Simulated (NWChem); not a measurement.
**One shape, several levels: BBrF2 (SMILES FB(F)Br)**

Aim: a comparison of 3 runs (PBE/aug-cc-pVDZ, SVWN5/aug-cc-pVDZ, CCSD(T)/aug-cc-pVDZ) of BBrF2. 

The results are computed with NWChem 7.3.0.

### 1 The molecule

The species is BBrF2 (4 atoms), meant as a singlet with charge 0. SMILES: `FB(F)Br`. The coordinates come from a PBE0-D4/def2-TZVP relaxation.

Bond lengths: F1–B2 1.309 Å, B2–F3 1.309 Å, B2–Br4 1.903 Å. Angles: F1–B2–F3 119.2°, F1–B2–Br4 120.4°, F3–B2–Br4 120.4°.

### 2 Energy and forces at PBE/aug-cc-pVDZ (run 1)

The input, run.py:

```python
from ase import Atoms
from ase.calculators.nwchem import NWChem

mol = Atoms(['F', 'B', 'F', 'Br'], positions=[
    [-0.215650, -1.366490, -0.109870],
    [-0.127940, -0.063330, -0.022770],
    [-1.212420, 0.659630, -0.144250],
    [1.556010, 0.770190, 0.276890],
])

calc = NWChem(
    label='mymol',
    theory='dft',
    memory='2200 mb',
    basis='aug-cc-pVDZ',
    basispar='spherical bse',
    dft={'xc': 'xpbe96 cpbe96', 'mult': '1', 'grid': 'fine', 'convergence': 'energy 1e-08', 'iterations': '100', 'mulliken': None},
)
mol.calc = calc

forces = mol.get_forces()
print(f"energy = {mol.get_potential_energy():.6f} eV")
print("forces (eV/A):")
for s, f in zip(mol.symbols, forces):
    print(f"{s:2s} {f[0]:10.5f} {f[1]:10.5f} {f[2]:10.5f}")
print("dipole (e A):", mol.get_dipole_moment().round(4))
```

Command:

```console
$ export ASE_NWCHEM_COMMAND="nwchem PREFIX.nwi > PREFIX.nwo"
$ python run.py
```

Output:

```text
energy = -76143.677263 eV
forces (eV/A):
F    -0.06777   -1.43195   -0.09143
B     0.95743    0.47421    0.17041
F    -1.17397    0.81705   -0.12958
Br    0.28431    0.14074    0.05060
dipole (e A): [0.0383 0.0189 0.0068]
```

The calculator wrote mymol.nwi:

```
title "mymol"

permanent_dir mymol

scratch_dir mymol

start mymol

geometry units angstrom nocenter noautosym noautoz
  F  -2.1565000000000001e-01 -1.3664900000000000e+00 -1.0987000000000000e-01
  B  -1.2794000000000000e-01 -6.3329999999999997e-02 -2.2769999999999999e-02
  F  -1.2124200000000001e+00 6.5963000000000005e-01 -1.4424999999999999e-01
  Br 1.5560099999999999e+00 7.7019000000000004e-01 2.7689000000000002e-01
end

memory 2200 mb

basis spherical bse noprint
   * library aug-cc-pVDZ
end

dft
  xc xpbe96 cpbe96
  mult 1
  grid fine
  convergence energy 1e-08
  iterations 100
  mulliken
end

task dft gradient
```

mymol.nwo:

```text
Northwest Computational Chemistry Package (NWChem) 7.3.0
             --------------------------------------------------------

           Job information
           ---------------

    nwchem branch   = 7.3.0
    use scalapack   = T
    input           = mymol.nwi
    prefix          = mymol.
    data base       = mymol/mymol.db
    status          = startup
    nproc           =        1

           Memory information
           ------------------

    heap     =     72089598 doubles =      550.0 Mbytes
    stack    =     72089595 doubles =      550.0 Mbytes
    global   =    144179200 doubles =     1100.0 Mbytes (distinct from heap & stack)
    total    =    288358393 doubles =     2200.0 Mbytes
    verify   = yes
    hardfail = no

[... 94 lines left out ...]
  convergence criterion.
[... 37 lines left out ...]
          Spatial weights used:  Erf1
[... 71 lines left out ...]
         Total DFT energy =    -2798.228550150099
[... 3 lines left out ...]
 Nuclear repulsion energy =      222.994956205773
[... 805 lines left out ...]
          Convergence on gradient requested:  5.00D-04
[... 24 lines left out ...]
          total energy or number of iterations.
[... 26 lines left out ...]
                         DFT ENERGY GRADIENTS

    atom               coordinates                        gradient
                 x          y          z           x          y          z
   1 F      -0.407519  -2.582292  -0.207624    0.001318   0.027847   0.001778
   2 B      -0.241772  -0.119676  -0.043029   -0.018619  -0.009222  -0.003314
   3 F      -2.291142   1.246520  -0.272593    0.022830  -0.015889   0.002520
   4 Br      2.940433   1.455448   0.523246   -0.005529  -0.002737  -0.000984

                 ----------------------------------------
                 |  Time  |  1-e(secs)   |  2-e(secs)   |
                 ----------------------------------------
                 |  CPU   |       0.01   |      28.45   |
                 ----------------------------------------
                 |  WALL  |       0.01   |      28.45   |
                 ----------------------------------------

 Task  times  cpu:       68.8s     wall:       68.8s
 Total times  cpu:       68.8s     wall:       68.8s
```

Run time: 70 s. Hardware: 1 thread of Intel Xeon 6975P-C (Granite Rapids), shared host; peak memory 0.12 GiB.

### 3 Energy and gradient at SVWN5/aug-cc-pVDZ (run 2)

The input, mymol.nw:

```
start mymol
memory total 2200 mb
geometry noautosym nocenter noautoz
 F     -0.215650    -1.366490    -0.109870
 B     -0.127940    -0.063330    -0.022770
 F     -1.212420     0.659630    -0.144250
 Br     1.556010     0.770190     0.276890
end
basis spherical bse
 F library aug-cc-pVDZ
 B library aug-cc-pVDZ
 Br library aug-cc-pVDZ
end
dft
 xc slater vwn_5
 grid fine
 convergence energy 1e-08
 maxiter 100
 mulliken
end
task dft gradient
```

Command:

```console
$ nwchem mymol.nw > mymol.out
```

Output:

```text
[...]
          Wavefunction type:  closed shell.
          No. of atoms     :     4
          No. of electrons :    58
[...]
          Charge           :     0
          Spin multiplicity:     1
[...]
          AO basis - number of functions:   105
[...]
              XC Information
              --------------
                        Slater Exchange Functional  1.000 local
                      VWN V Correlation Functional  1.000 local
[...]
 d= 0,ls=0.0,diis     1  -2793.6320225700 -3.02D+03  1.91D-02  1.47D+00     7.2
[...]
 d= 0,ls=0.0,diis    10  -2793.7618440087 -9.12D-09  1.96D-07  6.72D-10    44.7
         Total DFT energy =    -2793.761844008651
      One electron energy =    -4336.244721754121
           Coulomb energy =     1430.670515065946
    Exchange-Corr. energy =     -111.182593526249
 Nuclear repulsion energy =      222.994956205773
[...]
      Total Density - Mulliken Population Analysis
     ---------------------------------------------
    Atom       Charge   Shell Charges
 -----------   ------   -------------------------------------------------------
    1 F    9     9.20   2.01  0.88  0.96  0.15  3.35  1.75  0.09  0.01  0.01
    2 B    5     4.59   2.03  0.54  0.03 -0.01  1.57  0.04 -0.01  0.33  0.06
    3 F    9     9.20   2.01  0.88  0.96  0.15  3.35  1.75  0.09  0.01  0.01
    4 Br  35    35.01   2.00  2.00  2.05  1.11  0.75  0.02  6.00  6.02  2.73  2.21  0.08  9.94  0.09  0.01
[...]
  wavefunction    = closed shell
                         DFT ENERGY GRADIENTS
    atom               coordinates                        gradient
                 x          y          z           x          y          z
   1 F      -0.407519  -2.582292  -0.207624    0.000456   0.012494   0.000778
   2 B      -0.241772  -0.119676  -0.043029   -0.013722  -0.006798  -0.002443
   3 F      -2.291142   1.246520  -0.272593    0.010158  -0.007235   0.001112
   4 Br      2.940433   1.455448   0.523246    0.003108   0.001539   0.000553
[...]
```

Run time: 74 s. Hardware: 1 thread of Intel Xeon 6975P-C (Granite Rapids), shared host; peak memory 0.12 GiB.

### 4 A single-point energy at CCSD(T)/aug-cc-pVDZ (run 3)

The input, struct.xyz:

```xyz
4

F     -0.215650    -1.366490    -0.109870
B     -0.127940    -0.063330    -0.022770
F     -1.212420     0.659630    -0.144250
Br     1.556010     0.770190     0.276890
```

The input, struct.nw:

```
echo
start struct
memory 2200 mb
geometry units angstroms noautosym nocenter noautoz
load format xyz struct.xyz
end
basis "ao basis" spherical bse
* library aug-cc-pVDZ
end
scf
singlet
rhf
thresh 1e-08
maxiter 80
end
ccsd
freeze core 12
maxiter 60
end
task ccsd(t) energy
```

Command:

```console
$ nwchem struct.nw > struct.out
```

Output:

```text
[...]
  functions       =   105
[...]
  wavefunction    = RHF
[...]
         Total SCF energy =  -2796.131833906680
      One-electron energy =  -4337.375715262517
      Two-electron energy =   1318.248925150063
 Nuclear repulsion energy =    222.994956205773
        Time for solution =     87.0s
[...]
 Total MP2 energy:          -2796.753439418454491
[...]
             energy      energy      error      ampl     ampl      Block
                                                time     time      time
[...]
 Total CCSD energy:          -2796.766133494294536
[...]
 Total CCSD+T(CCSD) energy:          -2796.784789380239999
[...]
 Total CCSD(T) energy:               -2796.782943524957773
[...]
```

It took 6.5 min on 1 thread of Intel Xeon 6975P-C (Granite Rapids), shared host; peak memory 0.48 GiB.

### 5 Overview of the runs

```
run                level      task  integration grid   energy (Eh)  dipole moment (D)  HOMO energy (eV)  LUMO energy (eV)  wall time
  1      PBE/aug-cc-pVDZ  gradient              fine  -2798.228550               0.21             -7.73             -1.56       70 s
  2    SVWN5/aug-cc-pVDZ  gradient              fine  -2793.761844               0.23             -7.89             -1.86       74 s
  3  CCSD(T)/aug-cc-pVDZ    energy                 –  -2796.782944                  –            -12.22              1.26    6.5 min
```

### 6 Results

| quantity | value |
| --- | --- |
| run 3: total energy | -2796.78294 Eh |
| run 3: HOMO energy (Hartree–Fock orbitals) | -12.22 eV |
| run 3: LUMO energy (Hartree–Fock orbitals) | 1.26 eV |
| run 3: HOMO–LUMO gap (Hartree–Fock orbitals) | 13.48 eV |
| run 3: correlation energy (12 core orbitals frozen) | -651.1 mEh |
| run 3: (T) correction | -16.81 mEh |

In words: Totals of different functionals can't be ranked against each other. All runs together took 9 min, the longest 6.5 min.
